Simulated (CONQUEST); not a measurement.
**NbTe4 under changes of volume**

One of the cells (29.384 Å³/atom); the others are scaled copies at fixed shape and fractional positions:

```
Te Nb
1.0
     6.55100    0.00000    0.00000
     0.00000    6.55100    0.00000
     0.00000    0.00000    6.84700
Te Nb
8 2
Direct
  0.85600 0.67220 0.50000
  0.67220 0.14400 0.50000
  0.14400 0.32780 0.50000
  0.32780 0.85600 0.50000
  0.85600 0.32780 0.00000
  0.67220 0.85600 0.00000
  0.14400 0.67220 0.00000
  0.32780 0.14400 0.00000
  0.00000 0.00000 0.26500
  0.00000 0.00000 0.76500
```

```yaml
Program: CONQUEST 1.3
Functional: PBEsol
Potentials_or_basis: PseudoDojo NC PBEsol, DZP, grid of 64 × 64 × 64 points
k_mesh: 4 × 4 × 4
Occupations: fermi-dirac, width 0.05 eV
Spin: no spin polarisation
```

```tsv
volume (Å³/atom)	energy over the lowest point (meV/atom)	pressure (GPa)	largest force (eV/Å)
27.621	27.26	5.2	1.454
28.209	?	?	?
28.797	2.70	1.6	1.260
29.384	0.00	-0.1	1.178
29.972	2.63	-1.5	1.084
30.560	10.17	-2.6	1.007
31.147	22.18	-3.9	0.935
```

Question: What does the run at 28.209 Å³/atom give?

Answer: Energy over the lowest point 11.65 meV/atom; pressure 3.3 GPa; largest force 1.355 eV/Å.

Worked out: A Birch-Murnaghan fit of order 3 (a polynomial in V^(-2/3)) to the other rows has its minimum at 29.38 Å³/atom with B0 = V·E''(V) = 74 GPa and B' = 4.4 at fixed shape and positions, which overstates the stiffness. It gives 11.60 meV/atom at 28.209 Å³/atom, against the run's 11.65, and -dE/dV = 3.3 GPa, against 3.3.

Energies are extrapolated to zero smearing.

Caveats: the basis of atomic orbitals isn't converged, which shifts pressures, moduli and gaps; forces of over 1 eV/Å show positions far from the minimum, so gaps and moduli don't describe the material at rest (some runs).
